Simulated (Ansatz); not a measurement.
Run this with Ansatz 0.2.0, Python API and show what comes out.

`formation_li2si.py`
```python
from collections import Counter
import warnings

import ansatz as az
import numpy as np

PHASES = {
    "Li2Si": (
        [(2.17096949, 1.25340982, 6.132429), (-2.17096949, 1.25340982, 6.132429), (0.0, -2.50681964, 6.132429)],
        [
            ("Li", (0.35900134, 0.35900134, 0.35900134)),
            ("Li", (0.64099866, 0.64099866, 0.64099866)),
            ("Li", (0.79495245, 0.79495245, 0.79495245)),
            ("Li", (0.20504755, 0.20504755, 0.20504755)),
            ("Si", (0.06146664, 0.06146664, 0.06146664)),
            ("Si", (0.93853336, 0.93853336, 0.93853336)),
        ],
    ),
    "Li": (
        [(-1.75465, 1.75465, 1.75465), (1.75465, -1.75465, 1.75465), (1.75465, 1.75465, -1.75465)],
        [
            ("Li", (0.0, 0.0, 0.0)),
        ],
    ),
    "Si": (
        [(0.0, 2.71356, 2.71356), (2.71356, 0.0, 2.71356), (2.71356, 2.71356, 0.0)],
        [
            ("Si", (0.75, 0.75, 0.75)),
            ("Si", (0.5, 0.5, 0.5)),
        ],
    ),
}


def build(vectors, sites):
    crystal = az.Crystal(lattice=az.Lattice.of(vectors))
    for symbol, position in sites:
        crystal = crystal.atom(symbol, position)
    return crystal


def ground_state(name, crystal):
    calc = (
        crystal.calculation()
        .functional(az.Functional.R2SCAN)
        .basis(530)
        .kpoints(spacing=0.27)
        .occupations("cold", width=0.05)
        .stress()
    )
    calc = calc.relax(force_tolerance=0.01, max_steps=60, fix_cell=["shape"])
    return calc.run()


def counts(outcome):
    return Counter(site.symbol for site in outcome.lattice.sites)

def formation_energy(outcome, mu):
    n = counts(outcome)
    return (outcome.report["energy_sigma0_ev"] - sum(k * mu[element] for element, k in n.items())) / sum(n.values())


def volume_per_atom(outcome):
    return abs(np.linalg.det(outcome.lattice.cell_ang)) / len(outcome.lattice.sites)

warnings.simplefilter("ignore")

phases = {name: build(*cell) for name, cell in PHASES.items()}

done = {}
for name, crystal in phases.items():
    done[name] = ground_state(name, crystal)
    print(f"{name}: {done[name].report['energy_sigma0_ev']:.4f} eV, {len(done[name].lattice.sites)} atoms")

references = {"Li": "Li", "Si": "Si"}
mu = {element: done[name].report["energy_sigma0_ev"] / len(done[name].lattice.sites) for element, name in references.items()}

target = done["Li2Si"]
heat = formation_energy(target, mu)
rows = [(name, len(o.lattice.sites), volume_per_atom(o), formation_energy(o, mu)) for name, o in done.items()]
print("     phase       atoms  V (A^3/atom)  E_form (eV/atom)")
for row in rows:
    print(f"{str(row[0]):>10}  {row[1]:10d}  {row[2]:12.3f}  {row[3]:16.4f}")
```

```console
$ python formation_li2si.py
Li2Si: -2100.0543 eV, 6 atoms
Li: -205.1250 eV, 1 atoms
Si: -1278.1303 eV, 2 atoms
     phase       atoms  V (A^3/atom)  E_form (eV/atom)
     Li2Si           6        16.821           -0.2373
        Li           1        21.058            0.0000
        Si           2        20.172            0.0000
```

Absolute energies stand on the zero of these potentials, so only differences at equal settings mean something. For the metals among these phases the mesh is modest: differences between phases can be off by up to 40 meV an atom. Atoms and volume are relaxed with the cell's shape held, which in cells of lower than cubic symmetry can hide stresses and shift volumes. The cells come from databases of deposited and of computed structures, and not all need be stable phases. The compound is the structure given, not necessarily its lowest; energies are at zero temperature, with no correction for gases. A semilocal functional's error on such energies is often 0.05 to 0.1 eV an atom, and 0.1 to 0.3 eV against gases such as O2 or F2. Run time: 49 s on 1 thread of Arm Neoverse V2 (shared host), peak memory 0.77 GiB.
